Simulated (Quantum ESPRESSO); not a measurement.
# TiCo (Pm-3m) in Quantum ESPRESSO: single point with PBEsol

Aim: the single point of TiCo with PBEsol.

Everything below comes from runs of Quantum ESPRESSO 7.5. Logs are shortened: lines on timing, memory, paths and dates and some standing lists are left out, and cuts for length are marked.

## Step 1: The crystal as given

The structure is cubic, space group Pm-3m (No. 221). Conventional cell: a = 2.986 Å, b = 2.986 Å, c = 2.986 Å, α = 90.00°, β = 90.00°, γ = 90.00°. Co (site symmetry m-3m) is surrounded by 8 Ti at 2.59 Å. Ti (site symmetry m-3m) is surrounded by 8 Co at 2.59 Å.

The cell comes from a database or a generator and needn't be the stable form of this composition.

## Step 2: Single point, PBEsol, collinear spin, ferromagnetic start

Contents of run.py:

```python
import numpy as np
from ase.calculators.espresso import Espresso, EspressoProfile
from ase.io import read

atoms = read('TiCo.cif')
atoms.set_initial_magnetic_moments([2.0, 1.0])

input_data = {
    'control': {'calculation': 'scf', 'prefix': 'pwscf', 'outdir': './tmp', 'tprnfor': True, 'tstress': True, 'disk_io': 'nowf'},
    'system': {'ecutwfc': 56.0, 'ecutrho': 448.0, 'nbnd': 25, 'occupations': 'smearing', 'smearing': 'fd', 'degauss': 0.00367493, 'nspin': 2},
    'electrons': {'conv_thr': 4e-10, 'electron_maxstep': 120, 'mixing_beta': 0.3},
}
pseudopotentials = {'Ti': 'ti_pbesol_v1.4.uspp.F.UPF', 'Co': 'co_pbesol_v1.2.uspp.F.UPF'}
profile = EspressoProfile(command='mpirun -n 2 pw.x -nk 2', pseudo_dir='pseudo')
dft = Espresso(profile=profile, input_data=input_data, pseudopotentials=pseudopotentials, kpts=(9, 9, 9), koffset=(0, 0, 0))
atoms.calc = dft

print(f'energy {atoms.get_potential_energy():.8f} eV')
print('forces (eV/A)')
print(np.round(atoms.get_forces(), 6))
print('stress (eV/A^3, Voigt)')
print(np.round(atoms.get_stress(), 8))
print(f'Fermi level {dft.get_fermi_level():.4f} eV')
```

Contents of TiCo.cif:

```cif
data_TiCo
_cell_length_a 2.98611099
_cell_length_b 2.98611099
_cell_length_c 2.98611099
_cell_angle_alpha 90.00000000
_cell_angle_beta 90.00000000
_cell_angle_gamma 90.00000000
_space_group_name_H-M_alt 'P1'
_space_group_name_Hall 'P 1'
_space_group_IT_number 1
loop_
_space_group_symop_operation_xyz
'x,y,z'
loop_
_atom_site_label
_atom_site_type_symbol
_atom_site_symmetry_multiplicity
_atom_site_Wyckoff_symbol
_atom_site_fract_x
_atom_site_fract_y
_atom_site_fract_z
_atom_site_occupancy
Co1 Co 1 a 0.5000000000 0.5000000000 0.5000000000 1
Ti1 Ti 1 a 0.0000000000 0.0000000000 0.0000000000 1
```

Potentials or basis: GBRV 1.5 PBEsol.

Launch:

```
> OMP_NUM_THREADS=1 python run.py
```

Output:

```text
energy -5680.03574847 eV
forces (eV/A)
[[0. 0. 0.]
 [0. 0. 0.]]
stress (eV/A^3, Voigt)
[ 0.05251035  0.05251035  0.05251035 -0.         -0.         -0.        ]
Fermi level 16.4446 eV
```

espresso.pwi:

```text
&CONTROL
   calculation      = 'scf'
   tstress          = .true.
   tprnfor          = .true.
   outdir           = './tmp'
   prefix           = 'pwscf'
   disk_io          = 'nowf'
   pseudo_dir       = 'pseudo'
/
&SYSTEM
   nbnd             = 25
   ecutwfc          = 56.0
   ecutrho          = 448.0
   occupations      = 'smearing'
   degauss          = 0.00367493
   smearing         = 'fd'
   nspin            = 2
   starting_magnetization(1) = 2.0
   starting_magnetization(2) = 1.0
   ntyp             = 2
   nat              = 2
   ibrav            = 0
/
&ELECTRONS
   electron_maxstep = 120
   conv_thr         = 4e-10
   mixing_beta      = 0.3
/
&IONS
/
&CELL
/
&FCP
/
&RISM
/
ATOMIC_SPECIES
Co  58.933194 co_pbesol_v1.2.uspp.F.UPF
Ti  47.867 ti_pbesol_v1.4.uspp.F.UPF

K_POINTS automatic
9 9 9  0 0 0

CELL_PARAMETERS angstrom
2.98611099000000 0.00000000000000 0.00000000000000
0.00000000000000 2.98611099000000 0.00000000000000
0.00000000000000 0.00000000000000 2.98611099000000

ATOMIC_POSITIONS angstrom
Co  1.4930554950 1.4930554950 1.4930554950  
Ti  0.0000000000 0.0000000000 0.0000000000
```

espresso.pwo:

```text
This program is part of the open-source Quantum ESPRESSO suite
     for quantum simulation of materials; please cite
         "P. Giannozzi et al., J. Phys.:Condens. Matter 21 395502 (2009);
         "P. Giannozzi et al., J. Phys.:Condens. Matter 29 465901 (2017);
         "P. Giannozzi et al., J. Chem. Phys. 152 154105 (2020);
     in publications or presentations arising from this work. More details at

Warning: card &CELL ignored
Warning: card &FCP ignored
Warning: card &RISM ignored

     Message from routine setup:
     using ibrav=0 with symmetry is DISCOURAGED, use correct ibrav instead

     K-points division:     npool     =       2
     Subspace diagonalization in iterative solution of the eigenvalue problem:
     a serial algorithm will be used

     G-vector sticks info
     --------------------
     sticks:   dense  smooth     PW     G-vecs:    dense   smooth      PW
     Sum        1129     569    177                28671    10131    1791

     Using Slab Decomposition

     bravais-lattice index     =            0
     lattice parameter (alat)  =       5.6429  a.u.
     unit-cell volume          =     179.6861 (a.u.)^3
     number of atoms/cell      =            2
     number of atomic types    =            2
     number of electrons       =        29.00
     number of Kohn-Sham states=           25
     kinetic-energy cutoff     =      56.0000  Ry
     charge density cutoff     =     448.0000  Ry
     scf convergence threshold =      4.0E-10
     mixing beta               =       0.3000
     number of iterations used =            8  plain     mixing
     Exchange-correlation= SLA  PW   PSX  PSC
                           (   1   4  10   8   0   0   0)

     celldm(1)=   5.642932  celldm(2)=   0.000000  celldm(3)=   0.000000
     celldm(4)=   0.000000  celldm(5)=   0.000000  celldm(6)=   0.000000

     crystal axes: (cart. coord. in units of alat)
               a(1) = (   1.000000   0.000000   0.000000 )
               a(2) = (   0.000000   1.000000   0.000000 )
               a(3) = (   0.000000   0.000000   1.000000 )

     reciprocal axes: (cart. coord. in units 2 pi/alat)
               b(1) = (  1.000000  0.000000  0.000000 )
               b(2) = (  0.000000  1.000000  0.000000 )
               b(3) = (  0.000000  0.000000  1.000000 )

     PseudoPot. # 1 for Co read from file:
     co_pbesol_v1.2.uspp.F.UPF
     Pseudo is Ultrasoft + core correction, Zval = 17.0
     Generated by new atomic code, or converted to UPF format
     Using radial grid of  863 points,  6 beta functions with:
                l(1) =   0
                l(2) =   0
                l(3) =   1
                l(4) =   1
                l(5) =   2
                l(6) =   2
     Q(r) pseudized with  8 coefficients,  rinner =    1.200   1.200   1.200
                                                       1.200   1.200

     PseudoPot. # 2 for Ti read from file:
     ti_pbesol_v1.4.uspp.F.UPF
     Pseudo is Ultrasoft + core correction, Zval = 12.0
     Generated by new atomic code, or converted to UPF format
     Using radial grid of  851 points,  6 beta functions with:
                l(1) =   0
                l(2) =   0
                l(3) =   1
                l(4) =   1
                l(5) =   2
                l(6) =   2
     Q(r) pseudized with  6 coefficients,  rinner =    1.000   1.000   1.000
                                                       1.000   1.000

     atomic species   valence    mass     pseudopotential
     Co               17.00    58.93319     Co( 1.00)
     Ti               12.00    47.86700     Ti( 1.00)

     Starting magnetic structure
     atomic species   magnetization
     Co              0.118
     Ti              0.083

     48 Sym. Ops., with inversion, found

   Cartesian axes

     site n.     atom                  positions (alat units)
         1        Co     tau(   1) = (   0.5000000   0.5000000   0.5000000  )
         2        Ti     tau(   2) = (   0.0000000   0.0000000   0.0000000  )

     number of k points=    35  Fermi-Dirac smearing, width (Ry)=  0.0037
                       cart. coord. in units 2pi/alat
        k(    1) = (   0.0000000   0.0000000   0.0000000), wk =   0.0013717
        k(    2) = (   0.0000000   0.0000000   0.1111111), wk =   0.0082305
        k(    3) = (   0.0000000   0.0000000   0.2222222), wk =   0.0082305
        k(    4) = (   0.0000000   0.0000000   0.3333333), wk =   0.0082305
        k(    5) = (   0.0000000   0.0000000   0.4444444), wk =   0.0082305
        k(    6) = (   0.0000000   0.1111111   0.1111111), wk =   0.0164609
[... 27 lines left out ...]
        k(   34) = (   0.3333333   0.4444444   0.4444444), wk =   0.0329218
        k(   35) = (   0.4444444   0.4444444   0.4444444), wk =   0.0109739

     Dense  grid:    28671 G-vectors     FFT dimensions: (  40,  40,  40)

     Smooth grid:    10131 G-vectors     FFT dimensions: (  27,  27,  27)

     Check: negative core charge=   -0.000021
     Generating pointlists ...
     new r_m :   0.3572 (alat units)  2.0159 (a.u.) for type    1
     new r_m :   0.3572 (alat units)  2.0159 (a.u.) for type    2

     Initial potential from superposition of free atoms

     starting charge      27.0000, renormalised to      29.0000

     negative rho (up, down):  5.518E-04 4.676E-04
     Starting wfcs are   23 randomized atomic wfcs +    2 random wfcs

     Self-consistent Calculation

     iteration #  1     ecut=    56.00 Ry     beta= 0.30
     Davidson diagonalization with overlap
     ethr =  1.00E-02,  avg # of iterations =  4.5

     negative rho (up, down):  1.229E-04 1.336E-04

     total energy              =    -402.73475750 Ry
     estimated scf accuracy    <      42.22483535 Ry

     total magnetization       =     0.63 Bohr mag/cell
     absolute magnetization    =     0.63 Bohr mag/cell

     iteration #  2     ecut=    56.00 Ry     beta= 0.30
     Davidson diagonalization with overlap
     ethr =  1.00E-02,  avg # of iterations =  3.0

     negative rho (up, down):  1.701E-04 1.780E-04
[... 337 lines left out ...]
     total energy              =    -417.47496390 Ry
     estimated scf accuracy    <          2.7E-09 Ry

     total magnetization       =     0.68 Bohr mag/cell
     absolute magnetization    =     0.92 Bohr mag/cell

     iteration # 31     ecut=    56.00 Ry     beta= 0.30
     Davidson diagonalization with overlap
     ethr =  9.40E-12,  avg # of iterations =  1.5

     negative rho (up, down):  2.427E-04 2.351E-04

     Magnetic moment per site  (integrated on atomic sphere of radius R)
     atom   1 (R=0.357)  charge= 15.8642  magn=  0.7964
     atom   2 (R=0.357)  charge= 10.0028  magn= -0.0571

     End of self-consistent calculation

 ------ SPIN UP ------------

          k = 0.0000 0.0000 0.0000 (  1309 PWs)   bands (ev):

   -78.9492 -42.3482 -42.3482 -42.3482 -40.4521 -16.6576 -16.6576 -16.6576
     8.6772  12.3371  12.3371  14.5594  14.5594  14.5594  16.9861  16.9861
    19.1338  19.1338  19.1338  25.2560  25.2560  25.2560  31.7691  31.7691
    35.6377

          k = 0.0000 0.0000 0.1111 (  1281 PWs)   bands (ev):

   -78.9490 -42.3521 -42.3480 -42.3480 -40.4470 -16.6941 -16.6551 -16.6551
     8.9211  12.4369  12.4439  14.5413  14.5413  14.5979  16.8743  17.0267
    18.8126  18.8126  19.0855  24.1797  25.8214  25.8214  31.6386  32.3878
    36.4292

          k = 0.0000 0.0000 0.2222 (  1285 PWs)   bands (ev):

   -78.9486 -42.3620 -42.3474 -42.3474 -40.4340 -16.7857 -16.6486 -16.6486
     9.6206  12.7005  12.7178  14.5005  14.5005  14.6992  16.5607  17.0501
    18.1368  18.1368  18.9590  22.2589  27.2340  27.2340  31.2825  32.8718
    35.7177
[... 213 lines left out ...]
   -78.9453 -42.3670 -42.3668 -42.3613 -40.3691 -16.8867 -16.8862 -16.8197
    13.3249  13.3934  13.6032  13.6690  14.5513  14.5736  15.4534  15.7147
    18.8211  19.4401  21.9979  22.8806  24.0407  25.3112  26.7896  28.3989
    28.6091

          k = 0.4444 0.4444 0.4444 (  1283 PWs)   bands (ev):

   -78.9450 -42.3663 -42.3662 -42.3662 -40.3626 -16.8804 -16.8803 -16.8803
    13.5115  13.6192  13.6192  14.2436  14.2436  14.2490  15.3550  15.3550
    19.4707  19.4707  23.1539  23.6679  24.4670  24.4670  26.6839  26.6839
    27.3221

 ------ SPIN DOWN ----------

          k = 0.0000 0.0000 0.0000 (  1309 PWs)   bands (ev):

   -77.9187 -41.3584 -41.3584 -41.3584 -40.4989 -16.7055 -16.7055 -16.7055
     8.6728  12.8100  12.8100  15.1624  15.1624  15.1624  17.3785  17.3785
    19.2055  19.2055  19.2055  25.2849  25.2849  25.2849  31.9063  31.9063
    35.7552

          k = 0.0000 0.0000 0.1111 (  1281 PWs)   bands (ev):

   -77.9185 -41.3642 -41.3581 -41.3581 -40.4920 -16.7422 -16.7029 -16.7029
     8.9173  12.9188  12.9257  15.1462  15.1462  15.2096  17.2425  17.4265
    18.8712  18.8712  19.1472  24.2239  25.8612  25.8612  31.7885  32.4994
    36.5420

          k = 0.0000 0.0000 0.2222 (  1285 PWs)   bands (ev):

   -77.9181 -41.3786 -41.3574 -41.3574 -40.4747 -16.8344 -16.6965 -16.6965
     9.6190  13.1637  13.2599  15.1130  15.1130  15.3356  16.8541  17.4978
    18.1675  18.1675  18.9929  22.3008  27.2935  27.2935  31.4638  32.9465
    35.6173
[... 213 lines left out ...]
   -77.9147 -41.3783 -41.3779 -41.3721 -40.4153 -16.9363 -16.9359 -16.8690
    13.5535  13.8151  14.0488  14.1220  14.6915  14.7863  16.3782  16.5392
    18.8249  19.3817  22.1254  22.9739  24.2184  25.3993  26.8608  28.4311
    28.6560

          k = 0.4444 0.4444 0.4444 (  1283 PWs)   bands (ev):

   -77.9143 -41.3774 -41.3773 -41.3773 -40.4089 -16.9301 -16.9300 -16.9300
    13.9274  14.1038  14.1038  14.3342  14.3625  14.3625  16.3575  16.3575
    19.4079  19.4079  23.2947  23.8684  24.5598  24.5598  26.7302  26.7302
    27.3700

     the Fermi energy is    16.4446 ev

!    total energy              =    -417.47496390 Ry
     estimated scf accuracy    <          1.1E-10 Ry
     smearing contrib. (-TS)   =      -0.00136556 Ry
     internal energy E=F+TS    =    -417.47359834 Ry

     The total energy is F=E-TS. E is the sum of the following terms:
     one-electron contribution =    -212.58145779 Ry
     hartree contribution      =     120.99260247 Ry
     xc contribution           =     -50.18769430 Ry
     ewald contribution        =    -275.69704871 Ry

     total magnetization       =     0.68 Bohr mag/cell
     absolute magnetization    =     0.92 Bohr mag/cell

     convergence has been achieved in  31 iterations

     negative rho (up, down):  2.427E-04 2.351E-04

     Forces acting on atoms (cartesian axes, Ry/au):

     atom    1 type  1   force =     0.00000000    0.00000000    0.00000000
     atom    2 type  2   force =     0.00000000    0.00000000    0.00000000

     Total force =     0.000000     Total SCF correction =     0.000000

     Computing stress (Cartesian axis) and pressure

     negative rho (up, down):  2.427E-04 2.351E-04
          total   stress  (Ry/bohr**3)                   (kbar)     P=      -84.13
  -0.00057191   0.00000000   0.00000000          -84.13        0.00        0.00
   0.00000000  -0.00057191   0.00000000            0.00      -84.13        0.00
   0.00000000   0.00000000  -0.00057191            0.00        0.00      -84.13

=------------------------------------------------------------------------------=
   JOB DONE.
=------------------------------------------------------------------------------=
```

Run time: 44 s. Hardware: 2 MPI ranks of Arm Neoverse V2, shared host; peak memory 0.24 GiB.

Results:

- Free energy: -5680.0362 eV
- Pressure: -8.4 GPa
- Band gap on the k mesh: none (metal or under the smearing width)
- Net moment: 0.68 μB per cell
- Absolute moment: 0.92 μB per cell
- Site moments: Co +0.80; Ti -0.06 μB
- Valence electrons inside the program's atomic spheres: Co 15.86; Ti 10.00

Levels at points of the mesh, in eV from the Fermi level:
Spin up:
| k point | band 11 | band 12 | band 13 | band 14 | band 15 | band 16 | band 17 | band 18 |
| --- | --- | --- | --- | --- | --- | --- | --- | --- |
| (0.00, 0.00, 0.00) | -4.11 | -1.89 | -1.89 | -1.89 | 0.54 | 0.54 | 2.69 | 2.69 |
Spin down:
| k point | band 10 | band 11 | band 12 | band 13 | band 14 | band 15 | band 16 | band 17 | band 18 | band 19 |
| --- | --- | --- | --- | --- | --- | --- | --- | --- | --- | --- |
| (0.00, 0.00, 0.00) | -3.63 | -3.63 | -1.28 | -1.28 | -1.28 | 0.93 | 0.93 | 2.76 | 2.76 | 2.76 |

## Step 3: The reference run

An earlier run on the cell as given: functional PBEsol; potentials or basis GBRV 1.5 PBEsol; cutoff 762 eV; density cutoff 6095 eV; k mesh 9 × 9 × 9; occupations fermi-dirac, width 0.05 eV; collinear spin, ferromagnetic start; starting moments [2.0, 1.0] μB.

* Pressure: -8.4 GPa
* Band gap on the k mesh: none (metal or under the smearing width)
* Net moment: 0.68 μB per cell
* Absolute moment: 0.92 μB per cell
* Site moments: Co +0.80; Ti -0.06 μB
* Valence electrons inside the program's atomic spheres: Co 15.86; Ti 10.00
